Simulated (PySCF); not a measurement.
# [Yb(H2S)]3+: other functionals and bases at one geometry

One table from this session's results is given with a row withheld; the runs are named, their logs left out.

Computed with PySCF 2.14.0. Level: several levels, as the steps say, no spin–orbit coupling.

4 further runs of the same task are left out: 1 for a known fault of the program, 2 that didn't finish, 1 set aside as unsound or not needed.

## The system as given

4 atoms, charge 3, spin multiplicity 1.

Bond lengths: Yb1–S2 2.713 Å, S2–H3 1.387 Å, S2–H4 1.387 Å. Angles: Yb1–S2–H3 110.2°, Yb1–S2–H4 110.2°, H3–S2–H4 99.1°.

Coordinates:

```xyz
4
charge 3, multiplicity 1
Yb    0.0000    0.0175   -0.3685
S     0.0000   -0.0186    2.3438
H     1.0554    0.7360    2.8334
H    -1.0554    0.7360    2.8334
```

Formal oxidation states: Yb +3. Each metal's 13 4f electrons lie in its core potential, so multiplicities, spins and levels count the valence alone. An earlier session relaxed this geometry at TPSS, Yb lcecp-1-SVP with ECP59, S def2-SVP, H def2-SVP (singlet, point group Cs).

At TPSS on the finer grid: E = -437.320419 Eh, HOMO -23.66 eV, LUMO -21.02 eV, Mulliken charge on Yb1 +2.31 e, largest force component 0.002 eV/Å. 

Levels to run: wB97X; B3LYP; PBE; HF; TPSS, TZVP. Hardware: 2 threads of Arm Neoverse V2, shared host.

The first run:

The input, run.py (the lines that set the calculation):

```python
mol = gto.M(atom='''
Yb     0.00000     0.01747    -0.36853
S      0.00000    -0.01859     2.34378
H      1.05537     0.73602     2.83340
H     -1.05537     0.73602     2.83340''',
    basis={'Yb': 'lcecp-1-SVP', 'S': 'def2-SVP', 'H': 'def2-SVP'},
    ecp={'Yb': 'lcecp-1-SVP'},
    charge=3, spin=0)
mf = dft.RKS(mol, xc='WB97X')
mf.grids.atom_grid = (75, 302)  # f atoms: unpruned, at least (60, 302)
mf = mf.density_fit()  # fitting sets: Yb AutoAux, S def2-universal-JKFIT, H def2-universal-JKFIT
mf.conv_tol = 1e-08; mf.max_cycle = 55
mf.kernel(dm0)  # dm0: the density of the relaxed state
```

On the command line:

```console
OMP_NUM_THREADS=2 python run.py
```

Steps of the session up to this table: wB97X; B3LYP; PBE; HF; TPSS, TZVP.

One of the session's tables, all rows but one given; the rest of the session is left out.

| level | HOMO (eV) | gap (eV) | charge on Yb1 (e) | dipole (D) | largest force component (eV/Å) |
| --- | --- | --- | --- | --- | --- |
| TPSS (relaxed here) | -23.66 | 2.64 | 2.31 | 3.32 | 0.00 |
| wB97X | ? | ? | ? | ? | ? |
| B3LYP | -24.43 | 3.77 | 2.30 | 3.22 | 0.07 |
| PBE | -23.67 | 2.41 | 2.27 | 3.64 | 0.26 |
| HF | -26.89 | 9.76 | 2.46 | 2.03 | 0.74 |
| TPSS, TZVP | -23.55 | 2.59 | 2.37 | 3.36 | 0.25 |

**Question.** Estimate the row for wB97X.

The run gave: HOMO (eV): -26.74; gap (eV): 8.97; charge on Yb1 (e): 2.37; dipole (D): 2.50; largest force component (eV/Å): 0.29. In the column «HOMO (eV)» it lies between HF (-26.89) and B3LYP (-24.43).

The dipole of a charged species depends on the origin, so these sizes hold for this origin alone.

In one basis the HOMO–LUMO gap runs from 2.41 eV (PBE) to 9.76 eV (HF). The largest leftover force, 0.74 eV/Å with HF, stands at a geometry relaxed at another level. With 4f in the core, its levels are missing from HOMO and gap, and its count is fixed, so no charge can pass from the ligands into it. Total energies of different levels can't be compared.
